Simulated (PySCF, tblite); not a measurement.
# 4-fluorobenzoyl chloride (C7H4ClFO): geometry, infrared bands and NMR shifts

What infrared bands and NMR shifts should 4-fluorobenzoyl chloride (C7H4ClFO) (`O=C(Cl)c1ccc(F)cc1`) show?

Computed with tblite 0.8.0 and PySCF 2.14.0, with density-fitted response routines of our own, on a single molecule in the gas phase. Atoms count from 0, in the outputs and in this text.

## Step 1: Starting geometry

14 atoms, charge 0, multiplicity 1; geometry from: force field or distance geometry start.

Bonds of the start (Å): O0–C1 1.26, C1–Cl2 1.79, C1–C3 1.46, C3–C4 1.39, C4–C5 1.39, C5–C6 1.39, C6–F7 1.33, C6–C8 1.37, C8–C9 1.37, C9–C3 1.38, C4–H10 1.09, C5–H11 1.09, C8–H12 1.08, C9–H13 1.09.

## Step 2: Optimising the geometry with GFN2-xTB

The job: settings as JSON, then the geometry in Å.

```
{"job": {"kind": "relax", "xc": "GFN2-xTB", "basis": "xTB"}, "charge": 0, "multiplicity": 1}
O      2.922800     1.356300    -0.326000
C      2.312400     0.288400    -0.066900
Cl     3.286800    -1.162200     0.318200
C      0.861100     0.166600    -0.044500
C      0.304800    -1.071100     0.278500
C     -1.072200    -1.237500     0.301100
C     -1.926900    -0.178600     0.026700
F     -3.252500    -0.319100     0.061300
C     -1.339700     1.028400    -0.271400
C      0.015000     1.230500    -0.309100
H      0.921400    -1.947100     0.495600
H     -1.485900    -2.212400     0.548600
H     -2.001100     1.862800    -0.477200
H      0.453300     2.194500    -0.557000
```

Started as:

```bash
OMP_NUM_THREADS=1 python probes_run.py task.json out
```

This one command runs all jobs of the session in turn.

**Question.** This job is followed by: GFN2-xTB harmonic vibrations, gas phase; GIAO PBE0/pcSseg-1 NMR shielding, non-relativistic, gas phase. Predict these results of the whole session: strongest single infrared mode (GFN2-xTB); zero-point energy (GFN2-xTB); ¹³C shifts against TMS (PBE0/pcSseg-1, means over atoms taken as alike); ¹H shifts against TMS (PBE0/pcSseg-1, means over atoms taken as alike); ¹⁷O shifts against H2O (PBE0/pcSseg-1); ³⁵Cl shifts against HCl (PBE0/pcSseg-1); ¹⁹F shifts against CFCl3 (PBE0/pcSseg-1); surface potential, 1st and 99th percentile.

As calculated:

| quantity | value |
| --- | --- |
| strongest single infrared mode (GFN2-xTB) | 1787 cm⁻¹, 386 km/mol |
| zero-point energy (GFN2-xTB) | 56.1 kcal/mol |
| ¹³C shifts against TMS (PBE0/pcSseg-1, means over atoms taken as alike) | 178.1, 175.2, 142.4, 132.3, 121.8 ppm |
| ¹H shifts against TMS (PBE0/pcSseg-1, means over atoms taken as alike) | 8.68, 7.46 ppm |
| ¹⁷O shifts against H2O (PBE0/pcSseg-1) | 559.6 ppm |
| ³⁵Cl shifts against HCl (PBE0/pcSseg-1) | 403 ppm |
| ¹⁹F shifts against CFCl3 (PBE0/pcSseg-1) | -99.6 ppm |
| surface potential, 1st and 99th percentile | -1.28 V and 1.34 V |

Over 23 steps the energy fell by 0.301 eV; of the close pairs, O0–C1 changed most, 1.257 to 1.190 Å. All 36 modes are real, so the xTB geometry is a minimum. The strongest single mode, at 1787 cm⁻¹, moves mainly C1 and O0. Unscaled tight-binding wavenumbers are off by several per cent, some by more. Its intensities can rank the bands wrongly. At PBE0/pcSseg-1: The largest span, 870 ppm, is at O0, where the paramagnetic term is -621 ppm. NICS(1)zz of -26 ppm above the planar ring from C3 marks a diatropic (aromatic) ring current. At PBE0/pcSseg-1, counted by nearest atom on the grid, the HOMO lies on C3, C6 about 24 % each; C5 11 %, the LUMO on C1 23 %; O0 17 %.
